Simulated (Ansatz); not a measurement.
# H2Ti: the cost of one run

The runs use Ansatz 0.2.0, Gaussian basis; the settings change from run to run.

12 further runs of the same task are left out: 6 for a known fault of the program, 2 that didn't finish, 4 set aside as unsound or not needed.

## Step 1: The geometry

The geometry is a PBE0/def2-TZVP stationary point (not a proven minimum) of the parent state, kept for this charge and spin.

3 atoms, charge 0, spin multiplicity 3.

Atoms are counted from 1 here; the program's logs count them from 0.

Bond lengths: Ti1–H2 1.847 Å, Ti1–H3 1.847 Å. Angles: H2–Ti1–H3 180.0°.

## Step 2: BCCD(T) on UHF/def2-TZVP

File in.yaml:

```yaml
crystal:
  periodic: [false, false, false]
  atoms:
    - {symbol: Ti, position_ang: [0.000000, 0.000000, 0.000000]}
    - {symbol: H, position_ang: [0.000000, 0.000000, -1.847400]}
    - {symbol: H, position_ang: [0.000000, 0.000000, 1.847400]}
basis:
  gaussian: {orbitals: def2-TZVP}
magnetization: {spin_polarized: true, initial_magnetization: 2}
correlation: {method: bccd_t, electrons: outside_noble_gas}
output: {forces: true}
```

On the command line:

```sh
> ansatz run in.yaml --threads 1 --pin off --events-out ev --progress --plain --max-ram 2393MiB
```

Q: Estimate wall time and peak memory on 1 thread of Intel Xeon 6975P-C, shared host.

About 17 s, with a peak of 0.31 GiB.
